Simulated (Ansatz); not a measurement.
# CH4F2Si (SMILES C[SiH](F)F): CCSD(T)/cc-pVDZ

What is the vertical singlet–triplet gap of CH4F2Si at CCSD(T)/cc-pVDZ? 

The calculation is run with Ansatz 0.2.0.

61 further runs of the same task are left out: 1 that didn't finish, 60 set aside as unsound or not needed.

### 1 Starting point

CH4F2Si has 8 atoms, charge 0, and is taken as a singlet. SMILES: `C[SiH](F)F`. Geometry: relaxed at PBE0-D4/def2-TZVP.

Bond lengths: C1–Si2 1.840 Å, Si2–F3 1.591 Å, Si2–F4 1.591 Å, C1–H5 1.092 Å, C1–H6 1.093 Å, C1–H7 1.093 Å, Si2–H8 1.477 Å. Some angles: C1–Si2–F3 109.8°, C1–Si2–F4 109.8°, F3–Si2–F4 106.8°, C1–Si2–H8 114.8°, F3–Si2–H8 107.6°, F4–Si2–H8 107.6°, Si2–C1–H5 110.7°, Si2–C1–H6 110.6°, Si2–C1–H7 110.6°, H5–C1–H6 108.3°.

### 2 The energy at CCSD(T)/cc-pVDZ

The input, job.yaml:

```yaml
crystal:
  periodic: [false, false, false]
  atoms:
    - {symbol: C, position_ang: [-0.387100, 0.881700, -0.174700]}
    - {symbol: Si, position_ang: [0.329300, -0.775200, 0.180600]}
    - {symbol: F, position_ang: [1.916300, -0.678300, 0.226700]}
    - {symbol: F, position_ang: [-0.035400, -1.783900, -0.994000]}
    - {symbol: H, position_ang: [-0.013400, 1.269000, -1.125400]}
    - {symbol: H, position_ang: [-0.122700, 1.591000, 0.613300]}
    - {symbol: H, position_ang: [-1.476800, 0.824400, -0.231400]}
    - {symbol: H, position_ang: [-0.118100, -1.385700, 1.449000]}
basis:
  gaussian:
    orbitals: cc-pVDZ
total_charge: 0
correlation:
  method: ccsd_t
  frozen_orbitals: {C: 1, F: 1, H: 0, Si: 5}
accuracy: high
scf:
  omitted_lower_state_checks: [cluster_reference, increment]
```

Run with:

```
$ ansatz run job.yaml --threads 1 --pin off --max-ram 3480MiB --events-out events.jsonl --progress --plain --runs-dir runs
```

What it wrote (excerpt; [...] marks lines left out):

```text
Warning: RAYON_NUM_THREADS=1 ignored (pool sized by the plan → 1); use --threads N
Functional definition: HF
  name "HF"
[...]
1820 factors; integrals over basis functions are off by at most 3.9e-9 eV
[...]
mean field -14371.53986841 eV, -528.1443487845 hartree, gradient 5.5e-8 eV, S^2 0.000000; 0 other end points of the search recorded, 0 dependent functions left out
8 core orbitals not correlated: weight in the atoms' cores, before any rotation towards them, 1.000 or more for the frozen orbitals, at most 0.000 for the correlated occupied ones
reference -14371.53986841 eV, -528.1443487845 hartree; 13, 13 occupied and 59, 59 virtual orbitals, 1820 factors
second order -16.72275443 eV of doubles, -0.00000000 eV of singles
cycle   1  -17.09819965 eV  change   -3.8e-1 eV  update   8.7e-2
[...]
cycle  19  -17.55167862 eV  change    1.2e-9 eV  update   2.2e-9
perturbative correction -0.32366459 eV, -0.0118944544 hartree
Total energy: -14389.41521163 eV, -528.8012555313 hartree
Checks for a lower state left out: cluster_reference, increment
```

Wall time 18 s (1 thread of Arm Neoverse V1, shared host); peak memory 0.42 GiB.

### 3 The triplet, same level

The input, run.yaml:

```yaml
crystal:
  periodic: [false, false, false]
  atoms:
    - {symbol: C, position_ang: [-0.387100, 0.881700, -0.174700]}
    - {symbol: Si, position_ang: [0.329300, -0.775200, 0.180600]}
    - {symbol: F, position_ang: [1.916300, -0.678300, 0.226700]}
    - {symbol: F, position_ang: [-0.035400, -1.783900, -0.994000]}
    - {symbol: H, position_ang: [-0.013400, 1.269000, -1.125400]}
    - {symbol: H, position_ang: [-0.122700, 1.591000, 0.613300]}
    - {symbol: H, position_ang: [-1.476800, 0.824400, -0.231400]}
    - {symbol: H, position_ang: [-0.118100, -1.385700, 1.449000]}
basis:
  gaussian: {orbitals: cc-pVDZ}
magnetization: {spin_polarized: true, initial_magnetization: 2}
correlation: {method: ccsd_t, frozen_orbitals: {C: 1, F: 1, H: 0, Si: 5}}
accuracy: high
scf: {omitted_lower_state_checks: [cluster_reference, increment]}
```

Run with:

```
$ ansatz run run.yaml --threads 1 --pin off --max-ram 3480MiB --events-out events.jsonl --progress --plain --runs-dir runs
```

What it wrote:

```text
Warning: RAYON_NUM_THREADS=1 ignored (pool sized by the plan → 1); use --threads N
[... 17 lines left out ...]
8 core orbitals not correlated: weight in the atoms' cores, before any rotation towards them, 1.000 or more for the frozen orbitals, at most 0.000 for the correlated occupied ones
[... 61 lines left out ...]
Total energy: -14380.00692315 eV, -528.4555073068 hartree
Checks for a lower state left out: cluster_reference, increment
```

It took 2.9 min on 1 thread of Arm Neoverse V1, shared host; peak memory 0.77 GiB.

### 4 Results

At CCSD(T)/cc-pVDZ, 8 core orbitals frozen:

```
                                            quantity          value
                               singlet: total energy  -528.80126 Eh
singlet: correlation energy (8 core orbitals frozen)     -656.9 mEh
                             singlet: (T) correction     -11.89 mEh
                              singlet: T1 diagnostic          0.011
                               triplet: total energy  -528.45551 Eh
triplet: correlation energy (8 core orbitals frozen)     -668.2 mEh
                             triplet: (T) correction     -16.52 mEh
          triplet: ⟨S²⟩ of the reference determinant          2.021
                              triplet: T1 diagnostic          0.089
    vertical energy of the triplet above the singlet       9.408 eV
```

What this shows: At this shape the triplet lies 9.41 eV (217 kcal/mol) above the singlet. The triples (singlet) make up 1.8 % of the correlation energy. The T1 diagnostic (triplet) of 0.089 is above the customary mark for such species, so a single reference may not serve. The triples (triplet) make up 2.5 % of the correlation energy.
